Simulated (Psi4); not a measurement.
# SiSe (SMILES [Si][Se]): a chain of runs

Wanted: a structure relaxation (B3LYP/6-311G**), then the harmonic vibrations, then a single-point energy (MP2/cc-pVTZ), then the vertical excitations (TD-B3LYP/6-311G**) of SiSe. 

The calculation is run with Psi4 1.11.

### 1 The system as given

The species is SiSe (2 atoms), meant as a singlet with charge 0. SMILES: `[Si][Se]`. The shape comes from GFN2-xTB, which is rough for such elements, and wasn't checked as a minimum. The run starts from this shape.

Bond lengths: Si1–Se2 2.125 Å.

### 2 A structure relaxation at B3LYP/6-311G(d,p) (density fitting) (run 1)

calc.in

```
memory 1.6 GB

molecule mol {
  Si     0.000000     0.000000     0.000000
  Se     0.000000     0.000000     2.124530
  units angstrom
}

set globals {
  basis 6-311G**
  geom_maxiter 60
}

e_tot, wfn = opt('b3lyp', return_wfn=True)
```

Command:

```console
$ psi4 -n 1 calc.in calc.out
```

calc.out:

```text
[...]
  Running in c2v symmetry.
[...]
  Nuclear repulsion =  118.561918296715035
[...]
  Multiplicity = 1
[...]
  Nalpha       = 24
  Nbeta        = 24
[...]
    Number of basis functions: 70
[...]
   @DF-RKS iter   1: -2689.88114344275618   -1.63639e+00   7.31067e-02 ADIIS/DIIS
[...]
   @DF-RKS iter   7: -2691.08172616635875    0.00000e+00   2.08047e-09 DIIS
[...]
  @DF-RKS Final Energy: -2691.08172616635875
   => Energetics <=
    Nuclear Repulsion Energy =            121.0764395191115170
    One-Electron Energy =               -3986.5576038951921873
    Two-Electron Energy =                1261.3360980555437436
    DFT Exchange-Correlation Energy =     -86.9366598458213389
    Empirical Dispersion Energy =           0.0000000000000000
    VV10 Nonlocal Energy =                  0.0000000000000000
    Total Energy =                      -2691.0817261663582940
[...]
 Multipole Moments:
 ------------------------------------------------------------------------------------
     Multipole            Electronic (a.u.)      Nuclear  (a.u.)        Total (a.u.)
 ------------------------------------------------------------------------------------
 L = 1.  Multiply by 2.5417464519 to convert [e a0] to [Debye]
 Dipole X            :          0.0000000            0.0000000            0.0000000
 Dipole Y            :          0.0000000            0.0000000            0.0000000
 Dipole Z            :          5.5029252           -6.1075524           -0.6046271
 Magnitude           :                                                    0.6046271
[...]
  -Total Gradient:
     Atom            X                  Y                   Z
    ------   -----------------  -----------------  -----------------
       1       -0.000000000000     0.000000000000     0.000064338052
       2        0.000000000000    -0.000000000000    -0.000018461143
[...]
    Final optimized geometry and variables:
    Molecular point group: c2v
    Full point group: C_inf_v
    Geometry (in Angstrom), charge = 0, multiplicity = 1:
    SI           0.000000000000     0.000000000000    -1.540954958041
    SE           0.000000000000     0.000000000000     0.539452702436
    Psi4 run time: 0:00:07.18
[...]
```

On the terminal:

```text
Optimizer: Optimization complete!
```

Wall time 8.7 s (1 thread of Intel Xeon Platinum 8259CL at 2.50GHz (Skylake/Cascade Lake), shared host); peak memory 0.31 GiB.

Step by step:

```csv
step,energy from the first frame kept (eV),largest force (eV/Å)
0,0.0000,0.9931
1,-0.0225,0.0225
2,-0.0225,0.0033
```

After the run. Bond lengths: Si1–Se2 2.080 Å.

### 3 Vibrational wavenumbers at B3LYP/6-311G(d,p) (density fitting) (run 2)

calc.inp

```
memory 1600 mb

molecule geom {
  0 1
  Si     0.000000     0.000000     0.032681
  Se     0.000000     0.000000     2.113089
  symmetry c1
}

set basis 6-311G**
set t 298.15
set rotational_symmetry_number 1

energy_value, wavefunction = freq('b3lyp', return_wfn=True)
print_variables()
```

Command:

```console
$ psi4 calc.inp calc.out -n 1
```

calc.out:

```text
[...]
  Running in c1 symmetry.
[...]
  Nuclear repulsion =  121.076419759451042
[...]
  Multiplicity = 1
[...]
  Nalpha       = 24
  Nbeta        = 24
[...]
    Number of basis functions: 70
[...]
   @DF-RKS iter   1: -2689.90467084074726   -1.61644e+00   4.27542e-02 DIIS/ADIIS
[...]
   @DF-RKS iter  12: -2691.08172595466294   -3.04681e-11   7.26537e-09 DIIS
[...]
  @DF-RKS Final Energy: -2691.08172595466294
   => Energetics <=
    Nuclear Repulsion Energy =            121.1102560536930355
    One-Electron Energy =               -3986.6252847176110663
    Two-Electron Energy =                1261.3701429689822362
    DFT Exchange-Correlation Energy =     -86.9368402597268499
    Empirical Dispersion Energy =           0.0000000000000000
    VV10 Nonlocal Energy =                  0.0000000000000000
    Total Energy =                      -2691.0817259546629430
[...]
 Multipole Moments:
 ------------------------------------------------------------------------------------
     Multipole            Electronic (a.u.)      Nuclear  (a.u.)        Total (a.u.)
 ------------------------------------------------------------------------------------
 L = 1.  Multiply by 2.5417464519 to convert [e a0] to [Debye]
 Dipole X            :         -0.0000000            0.0000000           -0.0000000
 Dipole Y            :         -0.0000000            0.0000000           -0.0000000
 Dipole Z            :          5.5020709           -6.1058470           -0.6037761
 Magnitude           :                                                    0.6037761
[...]
  -Total Gradient:
     Atom            X                  Y                   Z
    ------   -----------------  -----------------  -----------------
       1       -0.000000000000     0.000000000000     0.000344897312
       2        0.000000000000    -0.000000000001    -0.000298712723
[...]
  ==> Harmonic Vibrational Analysis <==
[...]
  Freq [cm^-1]                 570.4423
[...]
  IR activ [km/mol]            28.2922
[...]
  Total E_0, Enthalpy at 0 [K]                                                        -2691.08042660 [Eh]
[...]
  Total H, Enthalpy at  298.15 [K]                                                    -2691.07694498 [Eh]
[...]
  Total G, Gibbs energy at  298.15 [K]                                                -2691.10372158 [Eh]
[...]
```

Standard output:

```text
Warning: used thermodynamics relations inappropriate for low-frequency modes: ['570.4423']
```

It took 21 s on 1 thread of Intel Xeon Platinum 8259CL at 2.50GHz (Skylake/Cascade Lake), shared host; peak memory 0.34 GiB.

### 4 A single-point energy at MP2/cc-pVTZ (density fitting, density fitting for correlation) (run 3)

job.dat

```
memory 1.6 GB

molecule molecule1 {
  0 1
  Si
  Se 1 r2

  r2 = 2.080408
  units angstrom
  symmetry c1
}

set reference rhf
set freeze_core true

e, wfn = energy("mp2/cc-pVTZ", return_wfn=True)
```

Command:

```console
$ psi4 -i job.dat -o job.out -n 1
```

job.out:

```text
[...]
  Running in c1 symmetry.
[...]
  Nuclear repulsion =  121.076419759451070
[...]
  Multiplicity = 1
[...]
  Nalpha       = 24
  Nbeta        = 24
[...]
    Number of basis functions: 77
[...]
   @DF-RHF iter   1: -2688.26429268102811   -2.82238e+00   1.92177e-02 ADIIS/DIIS
[...]
   @DF-RHF iter  12: -2688.84653891009930   -2.27374e-12   1.58938e-09 DIIS
[...]
    Orbital Energies [Eh]
    ---------------------
    Doubly Occupied:
       1A   -460.816896     2A    -68.848902     3A    -60.619823
       4A    -54.220096     5A    -54.220096     6A    -54.219711
       7A     -8.884995     8A     -6.615682     9A     -6.615559
      10A     -6.615559    11A     -6.192296    12A     -4.292773
      13A     -4.292773    14A     -4.292585    15A     -2.603848
      16A     -2.603629    17A     -2.603629    18A     -2.603152
      19A     -2.603152    20A     -0.895350    21A     -0.567730
      22A     -0.376047    23A     -0.363095    24A     -0.363095
[...]
  @DF-RHF Final Energy: -2688.84653891009930
   => Energetics <=
    Nuclear Repulsion Energy =            121.0764197594510705
    One-Electron Energy =               -3987.1849722520428259
    Two-Electron Energy =                1177.2620135824920453
    Total Energy =                      -2688.8465389100992979
[...]
 Multipole Moments:
 ------------------------------------------------------------------------------------
     Multipole            Electronic (a.u.)      Nuclear  (a.u.)        Total (a.u.)
 ------------------------------------------------------------------------------------
 L = 1.  Multiply by 2.5417464519 to convert [e a0] to [Debye]
 Dipole X            :         -0.0000000            0.0000000           -0.0000000
 Dipole Y            :         -0.0000000            0.0000000           -0.0000000
 Dipole Z            :          5.2654115           -6.1075534           -0.8421419
 Magnitude           :                                                    0.8421419
[...]
```

Run time: 8.4 s. Hardware: 1 thread of Intel Xeon Platinum 8259CL at 2.50GHz (Skylake/Cascade Lake), shared host; peak memory 0.59 GiB.

### 5 The vertical excitations at TD-B3LYP/6-311G(d,p) (density fitting, save jk yes) (run 4)

input.inp

```
memory 1.6 GB

molecule geom {
  0 1
  Si     0.000000     0.000000     0.032681
  Se     0.000000     0.000000     2.113089
  symmetry c1
}

set basis 6-311G**
set save_jk true

from psi4.driver.procrouting.response.scf_response import tdscf_excitations
e, wfn = energy('b3lyp', return_wfn=True)
states = tdscf_excitations(wfn, states=6, tda=False)
print_variables()
```

Command:

```console
$ psi4 -i input.inp -o input.out -n 1
```

input.out:

```text
[...]
  Running in c1 symmetry.
[...]
  Nuclear repulsion =  121.076419759451056
[...]
  Multiplicity = 1
[...]
  Nalpha       = 24
  Nbeta        = 24
[...]
    Number of basis functions: 70
[...]
   @DF-RKS iter   1: -2689.90467084079501   -1.61644e+00   4.27542e-02 DIIS/ADIIS
[...]
   @DF-RKS iter  10: -2691.08172616621778   -3.34749e-08   1.97227e-07 DIIS
[...]
    Orbital Energies [Eh]
    ---------------------
    Doubly Occupied:
       1A   -453.866097     2A    -66.150938     3A    -58.063013
       4A    -52.115759     5A    -52.115759     6A    -52.115265
       7A     -7.807030     8A     -5.748326     9A     -5.748000
      10A     -5.748000    11A     -5.319187    12A     -3.678354
      13A     -3.678354    14A     -3.673276    15A     -2.098533
      16A     -2.097586    17A     -2.097586    18A     -2.097215
      19A     -2.097200    20A     -0.694255    21A     -0.441680
      22A     -0.279244    23A     -0.277452    24A     -0.277452
[...]
  @DF-RKS Final Energy: -2691.08172616621778
   => Energetics <=
    Nuclear Repulsion Energy =            121.0764197594510563
    One-Electron Energy =               -3986.5574279115235186
    Two-Electron Energy =                1261.3359335702109547
    DFT Exchange-Correlation Energy =     -86.9366515843562411
    Empirical Dispersion Energy =           0.0000000000000000
    VV10 Nonlocal Energy =                  0.0000000000000000
    Total Energy =                      -2691.0817261662173223
[...]
 Multipole Moments:
 ------------------------------------------------------------------------------------
     Multipole            Electronic (a.u.)      Nuclear  (a.u.)        Total (a.u.)
 ------------------------------------------------------------------------------------
 L = 1.  Multiply by 2.5417464519 to convert [e a0] to [Debye]
 Dipole X            :         -0.0000000            0.0000000           -0.0000000
 Dipole Y            :          0.0000000            0.0000000            0.0000000
 Dipole Z            :          5.5028774           -6.1075534           -0.6046760
 Magnitude           :                                                    0.6046760
[...]
                                    Excitation Energy         Total Energy        Oscillator Strength             Rotatory Strength
[...]
Excited State    1 (1 A):   0.13069 au   348.64 nm f = 0.0000
[...]
Excited State    3 (1 A):   0.14012 au   325.18 nm f = 0.0000
[...]
Excited State    4 (1 A):   0.14858 au   306.65 nm f = 0.0148
[...]
Excited State    5 (1 A):   0.14858 au   306.65 nm f = 0.0148
[...]
Excited State    6 (1 A):   0.20465 au   222.64 nm f = 0.1564
[...]
```

Wall time 8.1 s (1 thread of Intel Xeon Platinum 8259CL at 2.50GHz (Skylake/Cascade Lake), shared host); peak memory 0.28 GiB.

The roots found:

```csv
excited state,energy (eV),strength,label
1,3.556,0.0000,A 1
2,3.813,0.0000,A 1
3,3.813,0.0000,A 1
4,4.043,0.0148,A 1
5,4.043,0.0148,A 1
6,5.569,0.1564,A 1
```

### 6 Summary of results

| quantity | value |
| --- | --- |
| run 1, B3LYP/6-311G**: total energy at the end | -2691.08173 Eh |
| run 1, B3LYP/6-311G**: dipole moment | 1.54 D |
| run 1, B3LYP/6-311G**: HOMO energy | -7.55 eV |
| run 1, B3LYP/6-311G**: LUMO energy | -2.64 eV |
| run 1, B3LYP/6-311G**: HOMO–LUMO gap | 4.91 eV |
| run 1, B3LYP/6-311G**: bond length | 2.080 Å |
| run 2, B3LYP/6-311G**: harmonic wavenumber | 570 cm⁻¹ |
| run 2, B3LYP/6-311G**: zero-point energy | 3.4 kJ/mol |
| run 2, B3LYP/6-311G**: ideal-gas entropy at 298.15 K (symmetry number 1 as used) | 56.4 cal/(mol K) |
| run 3, MP2/cc-pVTZ: total energy | -2689.15127 Eh |
| run 3, MP2/cc-pVTZ: HOMO energy (Hartree–Fock orbitals) | -9.88 eV |
| run 3, MP2/cc-pVTZ: LUMO energy (Hartree–Fock orbitals) | 0.49 eV |
| run 3, MP2/cc-pVTZ: HOMO–LUMO gap (Hartree–Fock orbitals) | 10.37 eV |
| run 3, MP2/cc-pVTZ: correlation energy (14 core orbitals frozen) | -304.7 mEh |
| run 4, TD-B3LYP/6-311G**: ground-state or mean-field energy | -2691.08173 Eh |
| run 4, TD-B3LYP/6-311G**: dipole moment (B3LYP Kohn–Sham density) | 1.54 D |
| run 4, TD-B3LYP/6-311G**: HOMO energy (B3LYP Kohn–Sham orbitals) | -7.55 eV |
| run 4, TD-B3LYP/6-311G**: LUMO energy (B3LYP Kohn–Sham orbitals) | -2.64 eV |
| run 4, TD-B3LYP/6-311G**: HOMO–LUMO gap (B3LYP Kohn–Sham orbitals) | 4.91 eV |
| run 4, TD-B3LYP/6-311G**: lowest excitation energy | 3.56 eV |

**Reading.** The optimisation (run 1, B3LYP/6-311G**) took 3 steps and changed the energy by -0.023 eV. The one mode (run 2, B3LYP/6-311G**) is real, so the shape is a minimum at this level. The brightest of the 6 transitions from the ground state lies at 5.57 eV (223 nm, f = 0.156); the lowest, at 3.56 eV, has f = 0.000.
